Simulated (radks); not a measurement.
# Nuclear size and the levels of Bi⁴²⁺

Aim: how the total energy, the levels and the density at the nucleus of Bi⁴²⁺ respond when the nuclear radius is scaled.

Program: radks (a radial shooting solver on a logarithmic mesh, Libxc functionals) version 1. Level of theory: Dirac Kohn-Sham, relativistic LDA (MacDonald-Vosko exchange, VWN5 correlation), spin-unpolarised, spherical densities, finite nucleus; open shells fill j = l - 1/2 first. These are calculated values, not measurements, unless marked.

## (1) Starting point

- element: bismuth (Z = 83)
- charge: +42
- electrons: 41
- configuration: [Kr] 4d5
- nuclear rms radius: 5.5211 fm

## (2) rms radius 5.5211 fm

Settings of this run:

```text
Z 83
configuration [Kr] 4d5 5s0 5p0
relativity Dirac
functional lda_x_rel,vwn5
spin unpolarised
j_filling energy
nucleus finite rms 5.5211 fm
c 137.035999084
```

## (3) rms radius 4.6653 fm

Settings, as their differences from step 2:

```diff
@@ -6,3 +6,3 @@
 j_filling energy
-nucleus finite rms 5.5211 fm
+nucleus finite rms 4.6653 fm
 c 137.035999084
```

## (4) rms radius 5.0739 fm

Settings, as their differences from step 3:

```diff
@@ -6,3 +6,3 @@
 j_filling energy
-nucleus finite rms 4.6653 fm
+nucleus finite rms 5.0739 fm
 c 137.035999084
```

## (5) rms radius 5.7309 fm

Settings, as their differences from step 4:

```diff
@@ -6,3 +6,3 @@
 j_filling energy
-nucleus finite rms 5.0739 fm
+nucleus finite rms 5.7309 fm
 c 137.035999084
```

## (6) rms radius 6.5204 fm

Settings, as their differences from step 5:

```diff
@@ -6,3 +6,3 @@
 j_filling energy
-nucleus finite rms 5.7309 fm
+nucleus finite rms 6.5204 fm
 c 137.035999084
```

Before running it: what results should come out? Wanted: for each run, rms radius; total energy shift; density at nucleus; 1s1/2 shift; 2s1/2 shift; 4p1/2 shift; 5s1/2 shift; 5p1/2 shift.

The runs gave:

| rms radius (fm) | total energy shift (eV) | density at nucleus (e/bohr³) | 1s1/2 shift (meV) | 2s1/2 shift (meV) | 4p1/2 shift (meV) | 5s1/2 shift (meV) | 5p1/2 shift (meV) |
| --- | --- | --- | --- | --- | --- | --- | --- |
| 4.6653 | -41.2 | 3.151e+06 | -16266 | -2497 | -6.63 | -76.6 | -3.19 |
| 5.0739 | -22.0 | 3.035e+06 | -8692 | -1334 | -3.55 | -40.9 | -1.71 |
| 5.5211 | 0 | 2.923e+06 | 0 | 0 | 0 | 0 | 0 |
| 5.7309 | 10.7 | 2.875e+06 | 4217 | 647 | 1.73 | 19.9 | 0.831 |
| 6.5204 | 52.9 | 2.714e+06 | 20856 | 3200 | 8.58 | 98.2 | 4.12 |

In words: Shifts are against the first run. Over the range the 1s1/2 level moves by 37.1 eV and the 5p1/2 level by 7.31 meV. A larger nucleus binds the 1s electrons less and lowers the density at its centre. These are shifts of eigenvalues, not the field shifts of spectral lines.
